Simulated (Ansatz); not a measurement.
# GeH6S (built from SMILES [H][H].[SH][GeH3]): a barrier at many levels of theory

Aim: the barrier and energy of one elementary step (Ge1–H7 formed, S2–H6 formed, Ge1–S2 broken, H6–H7 broken) from LDA up to coupled cluster, on fixed structures, to see where each rung fails.

Computed with Ansatz 0.2.0, Gaussian basis. Level: single points in def2-TZVPP on PBE0-D4/def2-TZVP structures.

Levels: SPW92, PBE-D4, BLYP-D4, r2SCAN-D4, B97M-V, PBE0-D4, B3LYP-D4, r2SCAN0-D4, BHLYP-D4, CAM-B3LYP-D4, wB97X-V, wB97M-V, B2PLYP, PBE-QIDH, RPA on PBE, Hartree-Fock, MP2, CCSD, CCSD(T). The reference is CCSD(T) at the basis limit, from triple and quadruple zeta. Zero-point energies come from PBE0-D4 vibrations.

Correlated methods freeze the cores. Filled d shells of the heavier atoms are correlated. B3LYP uses VWN-RPA correlation. B2PLYP carries no dispersion term here.

23 further runs of the same task are left out: 23 set aside as unsound or not needed.

### 1 Start, saddle and end, as given

Charge 0, multiplicity 1. The folders r, ts and p hold the start, the saddle and the end; their coordinates stand in the first inputs.

| pair | r (Å) | ts (Å) | p (Å) |
| --- | --- | --- | --- |
| Ge1–H7 | 3.897 | 1.835 | 1.535 |
| S2–H6 | 3.156 | 1.693 | 1.341 |
| Ge1–S2 | 2.226 | 2.646 | 3.869 |
| H6–H7 | 0.748 | 0.980 | 3.249 |

### 2 wB97M-V/def2-TZVPP

Contents of r/in.yaml:

```yaml
crystal:
  periodic: [false, false, false]
  atoms:
    - {symbol: Ge, position_ang: [-0.371094, -0.992673, 0.322090]}
    - {symbol: S, position_ang: [1.467158, 0.138403, 0.864785]}
    - {symbol: H, position_ang: [-0.000035, -1.753665, -0.955267]}
    - {symbol: H, position_ang: [-0.743898, -1.970021, 1.447270]}
    - {symbol: H, position_ang: [-1.534211, -0.024535, 0.060813]}
    - {symbol: H, position_ang: [0.348919, 1.842239, -1.544456]}
    - {symbol: H, position_ang: [-0.081312, 2.024396, -2.128103]}
    - {symbol: H, position_ang: [0.914573, 0.735957, 1.932870]}
basis:
  gaussian: {orbitals: def2-TZVPP}
hamiltonian: {xc: {name: wB97M-V}}
```

Contents of ts/in.yaml:

```yaml
crystal:
  periodic: [false, false, false]
  atoms:
    - {symbol: Ge, position_ang: [-0.580680, -0.597927, -0.179473]}
    - {symbol: S, position_ang: [1.730819, 0.395477, 0.638932]}
    - {symbol: H, position_ang: [0.060701, -1.486233, -1.242958]}
    - {symbol: H, position_ang: [-0.679262, -1.236220, 1.221315]}
    - {symbol: H, position_ang: [-2.042763, -0.214717, -0.534234]}
    - {symbol: H, position_ang: [0.619708, 0.992379, -0.490402]}
    - {symbol: H, position_ang: [-0.224119, 1.010161, -0.988259]}
    - {symbol: H, position_ang: [1.115694, 1.137179, 1.575079]}
basis:
  gaussian: {orbitals: def2-TZVPP}
hamiltonian: {xc: {name: wB97M-V}}
```

Contents of p/in.yaml:

```yaml
crystal:
  periodic: [false, false, false]
  atoms:
    - {symbol: Ge, position_ang: [-1.186171, -0.658920, -0.468724]}
    - {symbol: S, position_ang: [2.285342, 0.553988, 0.735442]}
    - {symbol: H, position_ang: [-0.135004, -1.512665, -1.186059]}
    - {symbol: H, position_ang: [-1.075004, -0.852311, 1.048720]}
    - {symbol: H, position_ang: [-2.590203, -1.085721, -0.928629]}
    - {symbol: H, position_ang: [2.095505, 1.586562, -0.099636]}
    - {symbol: H, position_ang: [-0.980018, 0.821981, -0.815596]}
    - {symbol: H, position_ang: [1.585652, 1.147184, 1.714482]}
basis:
  gaussian: {orbitals: def2-TZVPP}
hamiltonian: {xc: {name: wB97M-V}}
```

No record of the launch command was kept for these runs.

Further steps of the session: CCSD(T)/def2-TZVPP; MP2/def2-QZVPP; Vibrations of the start structure; Vibrations of the end structure.

**Question.** What will these runs give? Wanted: barrier, CCSD(T)/CBS; reverse barrier, CCSD(T)/CBS; step energy, CCSD(T)/CBS; barrier with zero-point energy; step energy with zero-point energy; imaginary mode at the saddle; largest T1 diagnostic.

**Answer**, as computed:

```
                          quantity          value
              barrier, CCSD(T)/CBS  62.1 kcal/mol
      reverse barrier, CCSD(T)/CBS  57.3 kcal/mol
          step energy, CCSD(T)/CBS  +4.8 kcal/mol
    barrier with zero-point energy  62.4 kcal/mol
step energy with zero-point energy  +6.0 kcal/mol
      imaginary mode at the saddle     1444i cm⁻¹
             largest T1 diagnostic          0.014
```

wB97X-V is the best functional here (-0.1 kcal/mol from CCSD(T)/CBS); SPW92 is the worst (-18.5 kcal/mol). Mean unsigned error by rung: LDA 18.5, GGA 9.9, meta-GGA 6.8, hybrid 4.1, range-separated hybrid 1.0, double hybrid 1.8 kcal/mol. PBE-D4 gives a barrier 11.7 kcal/mol too low, outside chemical accuracy (1 kcal/mol). Every functional without exact exchange puts the barrier too low, the usual mark of self-interaction error, which favours the spread-out density of a saddle. The barrier rises with the share of exact exchange, from BLYP-D4 through B3LYP-D4 to BHLYP-D4 (-8.0, -4.3, +1.3 kcal/mol). Hartree-Fock, with no correlation, is off by +12.8 kcal/mol. Zero-point motion raises the barrier by 0.3 kcal/mol.
